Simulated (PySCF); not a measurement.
# [SnH5]-: singlet, from a trigonal bipyramidal start

Where does singlet [SnH5]- go from a trigonal bipyramidal start, is the end point a minimum, and what are its modes, charges and moments?

The runs use PySCF 2.14.0; PBE0, basis Sn def2-TZVPD with ECP28, H def2-TZVPD, scalar-relativistic core potentials, no spin–orbit coupling, density fitting.

## (1) Where the work starts

6 atoms, charge -1, spin multiplicity 1.

Bond lengths: Sn1–H2 1.720 Å, Sn1–H3 1.720 Å, Sn1–H4 1.720 Å, Sn1–H5 1.720 Å, Sn1–H6 1.720 Å. Angles: H2–Sn1–H3 180.0°, H2–Sn1–H4 90.0°, H2–Sn1–H5 90.0°, H2–Sn1–H6 90.0°, H3–Sn1–H4 90.0°, H3–Sn1–H5 90.0°, H3–Sn1–H6 90.0°, H4–Sn1–H5 120.0°, H4–Sn1–H6 120.0°, H5–Sn1–H6 120.0°.

```xyz
6
charge -1 multiplicity 1
Sn    0.0000    0.0000    0.0000
H     0.0000    0.0000    1.7200
H     0.0000    0.0000   -1.7200
H     1.7200    0.0000    0.0000
H    -0.8600    1.4896    0.0000
H    -0.8600   -1.4896    0.0000
```

## (2) The SCF at the typed geometry

One driver script runs all steps and calls PySCF; scf.py shows how it sets up the SCF of each step. The optimiser is the driver's own. After this first run the driver tries any further starts and a stability analysis.

The input, scf.py:

```python
from pyscf import gto, scf, dft
mol = gto.M(atom='''
Sn     0.000000     0.000000     0.000000
H      0.000000     0.000000     1.720000
H      0.000000     0.000000    -1.720000
H      1.720000     0.000000     0.000000
H     -0.860000     1.489600     0.000000
H     -0.860000    -1.489600     0.000000''',
    basis={'Sn': 'def2-TZVPD', 'H': 'def2-TZVPD'},
    ecp={'Sn': 'def2-TZVPD'},
    charge=-1, spin=0)
mf = dft.RKS(mol, xc='PBE0')
mf.grids.atom_grid = (50, 194)
aux = {'Sn': 'def2-universal-JKFIT', 'H': 'def2-universal-JKFIT'}
mf = mf.density_fit(auxbasis=aux)
mf.conv_tol = 1e-08
mf.diis_space = 10
mf.max_cycle = 60
mf.init_guess = 'minao'
mf.verbose = 4
mf.kernel()
```

Started as:

```console
OMP_NUM_THREADS=4 python axn.py task.json out
```

What it wrote:

```text
init E= -179.981907187816
  HOMO = -0.598511598129337  LUMO = -0.410438383402623  gap/eV = 5.11773
cycle= 1 E= -215.78951355314  delta_E= -35.8  |g|=  2.7  |ddm|= 33.8
  HOMO = 0.199236099644057  LUMO = 0.211176724723017  gap/eV = 0.32492
cycle= 2 E= -211.792732903998  delta_E=    4  |g|= 5.86  |ddm|=   28
  HOMO = -0.00712967104477258  LUMO = 0.128705487073212  gap/eV = 3.69626
cycle= 3 E= -217.209784375598  delta_E= -5.42  |g|= 0.282  |ddm|= 27.4
  HOMO = 0.0156614225057163  LUMO = 0.151877517832217  gap/eV = 3.70663
cycle= 4 E= -217.223674703289  delta_E= -0.0139  |g|= 0.0409  |ddm|= 0.358
  HOMO = -0.00363494618577231  LUMO = 0.144281203151167  gap/eV = 4.02500
cycle= 5 E= -217.224329821987  delta_E= -0.000655  |g|= 0.00554  |ddm|= 0.0789
  HOMO = -0.00164170457671187  LUMO = 0.144984749285413  gap/eV = 3.98991
cycle= 6 E= -217.224344160772  delta_E= -1.43e-05  |g|= 0.00118  |ddm|= 0.0129
  HOMO = -0.00163286982041289  LUMO = 0.144948658487912  gap/eV = 3.98869
cycle= 7 E= -217.224344669203  delta_E= -5.08e-07  |g|= 8.75e-05  |ddm|= 0.00353
  HOMO = -0.00163525737538439  LUMO = 0.144951874392797  gap/eV = 3.98884
cycle= 8 E= -217.22434467443  delta_E= -5.23e-09  |g|= 3.56e-05  |ddm|= 0.000643
  HOMO = -0.00162540883922091  LUMO = 0.144954015942032  gap/eV = 3.98863
Extra cycle  E= -217.224344675052  delta_E= -6.21e-10  |g|= 2.64e-05  |ddm|= 0.000209
converged SCF energy = -217.224344675052
```

This step, with its further starts and checks, took 1.9 s on 4 threads of Arm Neoverse V2, shared host.

No lower closed-shell solution turned up in the test of internal stability.

## (3) Relaxing the singlet from the trigonal bipyramidal start

The program finds D3h symmetry in the start, which this walk keeps.

scf.py, as its differences from that of step 2:

```diff
@@ -3,6 +3,6 @@
-Sn     0.000000     0.000000     0.000000
-H      0.000000     0.000000     1.720000
-H      0.000000     0.000000    -1.720000
-H      1.720000     0.000000     0.000000
-H     -0.860000     1.489600     0.000000
-H     -0.860000    -1.489600     0.000000''',
+Sn    -0.000000     0.000000     0.000000
+H     -0.000000     0.000000     1.720000
+H     -0.000000     0.000000    -1.720000
+H      1.720021    -0.000000    -0.000000
+H     -0.860010     1.489582     0.000000
+H     -0.860010    -1.489582    -0.000000''',
@@ -19 +18,0 @@
-mf.init_guess = 'minao'
```

The optimiser's trace:

```
step  energy (Eh)  change (kJ/mol)  largest symmetric gradient (Eh/bohr)
   0  -217.224345             0.00                               0.03073
   1  -217.232489           -21.38                               0.01333
   2  -217.234366           -26.31                               0.00397
   3  -217.234550           -26.80                               0.00145
   4  -217.234608           -26.95                               0.00114
   5  -217.234630           -27.01                               0.00038
   6  -217.234633           -27.01                               0.00009
```

The walk took 6.9 s.

Positions (Å) and forces (eV/Å) along the way:

```
step 0
Sn   0.000   0.000   0.000  -0.002   0.000   0.000
H    0.000   0.000   1.720   0.000   0.000   1.580
H    0.000   0.000  -1.720   0.000   0.000  -1.580
H    1.720   0.000   0.000   0.852   0.000   0.000
H   -0.860   1.490   0.000  -0.425   0.738   0.000
H   -0.860  -1.490   0.000  -0.425  -0.738   0.000
step 1
Sn   0.000   0.000   0.000  -0.002   0.000   0.000
H    0.000   0.000   1.791   0.000   0.000   0.685
H    0.000   0.000  -1.791   0.000   0.000  -0.685
H    1.758   0.000   0.000   0.264   0.000   0.000
H   -0.879   1.523   0.000  -0.131   0.228   0.000
H   -0.879  -1.523   0.000  -0.131  -0.228   0.000
step 3
Sn   0.000   0.000   0.000  -0.002   0.000   0.000
H    0.000   0.000   1.861   0.000   0.000   0.066
H    0.000   0.000  -1.861   0.000   0.000  -0.066
H    1.778   0.000   0.000  -0.074   0.000   0.000
H   -0.889   1.540   0.000   0.038  -0.065   0.000
H   -0.889  -1.540   0.000   0.038   0.065   0.000
step 6
Sn   0.000   0.000   0.000  -0.002   0.000   0.000
H    0.000   0.000   1.877   0.000   0.000  -0.005
H    0.000   0.000  -1.877   0.000   0.000   0.005
H    1.767   0.000   0.000  -0.002   0.000   0.000
H   -0.884   1.531   0.000   0.002  -0.003   0.000
H   -0.884  -1.531   0.000   0.002   0.003   0.000
```

End point (D3h, 6 steps, 27.0 kJ/mol gained): Sn–H 1.767 Å (×3), Sn–H 1.877 Å (×2); H–Sn–H 90.0° (×6), H–Sn–H 120.0° (×3), H–Sn–H 180.0°.

## (4) Hessian and properties

On the finer grid the gradient is checked again; gradients at displacements of ±0.02 bohr then give force constants and infrared intensities.

scf.py, as its differences from that of step 3:

```diff
@@ -3,6 +3,6 @@
-Sn    -0.000000     0.000000     0.000000
-H     -0.000000     0.000000     1.720000
-H     -0.000000     0.000000    -1.720000
-H      1.720021    -0.000000    -0.000000
-H     -0.860010     1.489582     0.000000
-H     -0.860010    -1.489582    -0.000000''',
+Sn    -0.000000     0.000000    -0.000000
+H      0.000000     0.000000     1.876327
+H     -0.000000    -0.000000    -1.876327
+H      1.767173    -0.000000    -0.000000
+H     -0.883586     1.530417    -0.000000
+H     -0.883586    -1.530417     0.000000''',
@@ -13 +13 @@
-mf.grids.atom_grid = (50, 194)
+mf.grids.atom_grid = (75, 302)
@@ -16 +16 @@
-mf.conv_tol = 1e-08
+mf.conv_tol = 1e-10
```

The driver hands on the density of the step before, so the log starts near convergence.

Log of the central SCF (cycles and frontier levels):

```text
init E= -217.234632363718
  HOMO = -0.013290533271868  LUMO = 0.138214737200587  gap/eV = 4.12267
cycle= 1 E= -217.234632363718  delta_E= 5.97e-13  |g|= 1.38e-07  |ddm|= 1.63e-06
  HOMO = -0.0132905248515112  LUMO = 0.138214754255928  gap/eV = 4.12267
Extra cycle  E= -217.234632363719  delta_E= -6.82e-13  |g|= 1.21e-07  |ddm|= 5.06e-07
converged SCF energy = -217.234632363719
```

The whole step took 19 s.

Geometry: D3h; Sn–H 1.767 Å (×3), Sn–H 1.876 Å (×2); H–Sn–H 90.0° (×6), H–Sn–H 120.0° (×3), H–Sn–H 180.0°.

Harmonic modes (main isotopes):

```
symmetry  ω (cm⁻¹)  IR (km/mol)  μ (u)
      e'       423          7.7   1.01
      e'       736          956   1.04
    a2''       751         1005   1.04
     e''       934          0.0   1.01
     a1'      1182          0.0   1.01
    a2''      1316         1466   1.02
      e'      1670         1217   1.02
     a1'      1709          0.0   1.01
```

No imaginary mode, so this is a minimum.

Constants and moments:

| Item | Value |
| --- | --- |
| Dipole moment about the centre of mass | 0.00 D |
| Highest occupied level | -0.36 eV |
| Lowest empty level | 3.76 eV |
| Rotational constants | 1.785, 1.427, 1.427 cm⁻¹ |
| Zero-point energy | 74.7 kJ/mol |
| Principal polarisabilities | 69.1, 69.1, 89.4 bohr³ |
| Principal traceless quadrupole moments about the centre of mass | -9.94, 4.97, 4.97 D Å |
| Entropy at 298.15 K and 1 bar | 244.6 J/(mol K) |
| Heat capacity Cp at 298.15 K | 60.4 J/(mol K) |
| Enthalpy at 298.15 K above 0 K | 12.54 kJ/mol |
| Rotational symmetry number | 6 |

Charges (e) and bond orders:

| atom | Mulliken | Löwdin | polar tensor | Mayer order to Sn1 |
| --- | --- | --- | --- | --- |
| Sn1 | -0.50 | 0.03 | 1.53 | – |
| H2,3 | -0.10 | -0.22 | -0.61 | 0.94 |
| H4,5,6 | -0.10 | -0.20 | -0.43 | 0.92 |

Outer orbital energies (eV). occupied: -22.51, -22.39, -22.39, -8.82, -3.81, -3.81, -3.43, -0.36; empty: 3.76, 4.98, 4.98, 5.61.

Mulliken populations on Sn1 (outside its core potential): s 3.34, p 8.55, d 10.59, f 0.03.

## (5) What came out

```
                            quantity                                                                                       value
                             minimum                                                                                singlet, D3h
                            geometry  Sn–H 1.767 Å (×3), Sn–H 1.876 Å (×2); H–Sn–H 90.0° (×6), H–Sn–H 120.0° (×3), H–Sn–H 180.0°
                  wavenumbers (cm⁻¹)   423 (e'), 736 (e'), 751 (a2''), 934 (e''), 1182 (a1'), 1316 (a2''), 1670 (e'), 1709 (a1')
      dipole moment (centre of mass)                                                                                      0.00 D
highest occupied, lowest empty level                                                                              -0.36, 3.76 eV
          polar-tensor charge of Sn1                                                                                     +1.53 e
                   zero-point energy                                                                                 74.7 kJ/mol
                 entropy at 298.15 K                                                                             244.6 J/(mol K)
```

**Reading.** The molecule stays D3h, as typed, and the end point is a minimum. The strongest infrared band lies at 1316 cm⁻¹ (a2'', stretch). Only this shape and spin were tried, so other structures or states may lie lower.

The search up to here took 28 s.
